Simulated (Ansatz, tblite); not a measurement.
# Ga9Sb10 wurtzite ring sphere (Ga₉Sb₁₀H₂₆+): a ladder of methods and basis sets

One table from this session's results is given with a row withheld; the runs are named, their logs left out.

Computed with Ansatz 0.2.0, Gaussian basis. Level: as each input shows.

The runs, in order: GFN1-xTB, PBE-D4/def2-TZVP, r2SCAN-D4/def2-TZVP, B3LYP-D4/def2-TZVP, PBE-D4/def2-SVP, PBE0-D4/def2-SVP, MP2/def2-TZVP, RPA/def2-TZVP.

2 further runs of the same task are left out: 2 for a known fault of the program.

**The structure**

The singlet was relaxed beforehand with r2SCAN-D4/def2-SVP.

45 atoms, charge 1, spin multiplicity 1.

Bond lengths: Sb1–Ga2 2.754 Å, Sb1–Ga5 2.645 Å, Sb1–H20 1.699 Å, Sb1–H21 1.698 Å, Ga2–Sb7 2.694 Å, Ga2–H22 1.556 Å, Ga2–H23 1.556 Å, Sb3–Ga4 2.710 Å, Sb3–Ga5 2.662 Å, Sb3–H24 1.700 Å, Sb3–H25 1.696 Å, Ga4–Sb9 2.710 Å, Ga4–H26 1.557 Å, Ga4–H27 1.552 Å, Ga5–Sb6 2.654 Å, Ga5–Sb14 2.631 Å, Sb6–Ga8 2.702 Å, Sb6–Ga10 2.654 Å and more. Angles: Ga2–Sb1–Ga5 118.9°, Ga2–Sb1–H20 114.5°, Ga2–Sb1–H21 114.3°, Ga5–Sb1–H20 105.1°, Ga5–Sb1–H21 104.1°, H20–Sb1–H21 97.2°, Sb1–Ga2–Sb7 95.6°, Sb1–Ga2–H22 103.6°, Sb1–Ga2–H23 103.6°, Sb7–Ga2–H22 109.2°, Sb7–Ga2–H23 109.5°, H22–Ga2–H23 129.5°, Ga4–Sb3–Ga5 126.7°, Ga4–Sb3–H24 106.8°, Ga4–Sb3–H25 112.8°, Ga5–Sb3–H24 104.5°, Ga5–Sb3–H25 104.8°, H24–Sb3–H25 97.1° and more.

Sb takes a core potential in the def2 sets. No spin-orbit coupling is included. The ion is computed in the gas phase, without counter-ions or solvent.

PBE0-D4/def2-TZVP was run before; its log isn't repeated, and its numbers join the tables.

The first run:

Tight binding, by tblite at 300 K electronic temperature and without a spin-polarisation term:

```python
tblite.interface.Calculator('GFN1-xTB', numbers, positions, charge=1, uhf=0).singlepoint()
```

start.molden holds the orbitals of an earlier run on this state, given as this run's starting guess.

in.yaml reads:

```yaml
crystal:
  periodic: [false, false, false]
  atoms:
    - {symbol: Sb, position_ang: [0.677302, -4.515580, -0.141758]}
    - {symbol: Ga, position_ang: [0.701416, -4.763656, 2.600688]}
    - {symbol: Sb, position_ang: [0.677439, -2.015670, -3.869321]}
    - {symbol: Ga, position_ang: [-1.054550, -0.609720, -5.407295]}
    - {symbol: Ga, position_ang: [0.736699, -2.095750, -1.208853]}
    - {symbol: Sb, position_ang: [-1.352556, -0.781280, -0.233427]}
    - {symbol: Sb, position_ang: [0.769809, -2.118521, 3.105360]}
    - {symbol: Ga, position_ang: [-1.469167, -0.848062, 2.464891]}
    - {symbol: Sb, position_ang: [-1.404692, 1.593746, -3.869764]}
    - {symbol: Ga, position_ang: [-1.444871, 1.685191, -1.209233]}
    - {symbol: Sb, position_ang: [-3.570341, 2.843902, -0.142648]}
    - {symbol: Sb, position_ang: [-1.447769, 1.726320, 3.104876]}
    - {symbol: Ga, position_ang: [-3.771216, 2.992150, 2.599858]}
    - {symbol: Sb, position_ang: [2.810002, -0.722088, -0.351465]}
    - {symbol: Ga, position_ang: [3.002847, -0.940594, 2.310531]}
    - {symbol: Ga, position_ang: [2.684515, 1.548550, -1.796627]}
    - {symbol: Sb, position_ang: [0.781557, 2.793559, -0.351722]}
    - {symbol: Sb, position_ang: [2.756825, 1.589850, 3.127526]}
    - {symbol: Ga, position_ang: [0.689728, 3.069890, 2.310309]}
    - {symbol: H, position_ang: [-0.615951, -5.306747, -0.907939]}
    - {symbol: H, position_ang: [1.932412, -5.345801, -0.928896]}
    - {symbol: H, position_ang: [-0.717449, -5.310609, 2.930101]}
    - {symbol: H, position_ang: [2.095698, -5.386633, 2.898180]}
    - {symbol: H, position_ang: [0.543607, -3.642782, -4.341846]}
    - {symbol: H, position_ang: [2.294085, -1.794343, -4.332010]}
    - {symbol: H, position_ang: [-2.395140, -1.383124, -5.232832]}
    - {symbol: H, position_ang: [-0.305165, -0.177697, -6.696120]}
    - {symbol: H, position_ang: [-2.726571, -1.573903, -0.851434]}
    - {symbol: H, position_ang: [0.841837, -1.970310, 4.799556]}
    - {symbol: H, position_ang: [-2.767167, -1.596188, 2.906503]}
    - {symbol: H, position_ang: [-2.879519, 2.293432, -4.342933]}
    - {symbol: H, position_ang: [-0.402400, 2.881523, -4.332003]}
    - {symbol: H, position_ang: [-4.902057, 2.117137, -0.906730]}
    - {symbol: H, position_ang: [-3.663916, 4.344729, -0.931902]}
    - {symbol: H, position_ang: [-1.283851, 1.714708, 4.799105]}
    - {symbol: H, position_ang: [-4.955559, 2.039037, 2.931046]}
    - {symbol: H, position_ang: [-3.611065, 4.511269, 2.895258]}
    - {symbol: H, position_ang: [4.105682, -1.645516, -0.953245]}
    - {symbol: H, position_ang: [4.343405, -1.600235, 2.755188]}
    - {symbol: H, position_ang: [1.907859, 1.099974, -3.096897]}
    - {symbol: H, position_ang: [4.030773, 2.325251, -1.768091]}
    - {symbol: H, position_ang: [0.630134, 4.377295, -0.953778]}
    - {symbol: H, position_ang: [2.767326, 1.596400, 4.825140]}
    - {symbol: H, position_ang: [4.212317, 2.428945, 2.879302]}
    - {symbol: H, position_ang: [0.789795, 4.560654, 2.754848]}
basis:
  gaussian: {orbitals: def2-TZVP, fitting: {mean_field: def2-universal-jkfit}, initial_orbitals: start.molden}
total_charge: 1
hamiltonian: {xc: pbe, dispersion: d4}
scf: {omitted_lower_state_checks: [starts]}
output: {orbitals: {seedname: orbitals}}
```

Launch:

```
$ ansatz run in.yaml --threads 11 --pin off --events-out ev --progress --plain --max-ram 110592MiB --backend cuda --devices 0, --max-vram 75GiB
```

Steps of the session up to this table: PBE-D4/def2-TZVP; r2SCAN-D4/def2-TZVP; B3LYP-D4/def2-TZVP; PBE-D4/def2-SVP; PBE0-D4/def2-SVP; MP2/def2-TZVP; RPA/def2-TZVP.

One table of the session follows, with a row left open; its other results are not shown here.

```
              level  HOMO (eV)  LUMO (eV)  gap (eV)
    PBE-D4/def2-SVP      -8.27      -5.18      3.09
   PBE-D4/def2-TZVP      -8.29      -5.25      3.04
r2SCAN-D4/def2-TZVP      -8.52      -5.14      3.38
 B3LYP-D4/def2-TZVP      -8.98      -4.78      4.20
   PBE0-D4/def2-SVP      -9.16      -4.55      4.61
  PBE0-D4/def2-TZVP          ?          ?         ?
```

Q: Estimate the row for PBE0-D4/def2-TZVP from the others.

As computed: HOMO (eV): -9.15; LUMO (eV): -4.60; gap (eV): 4.55. In the column «HOMO (eV)» it lies between PBE0-D4/def2-SVP (-9.16) and B3LYP-D4/def2-TZVP (-8.98).
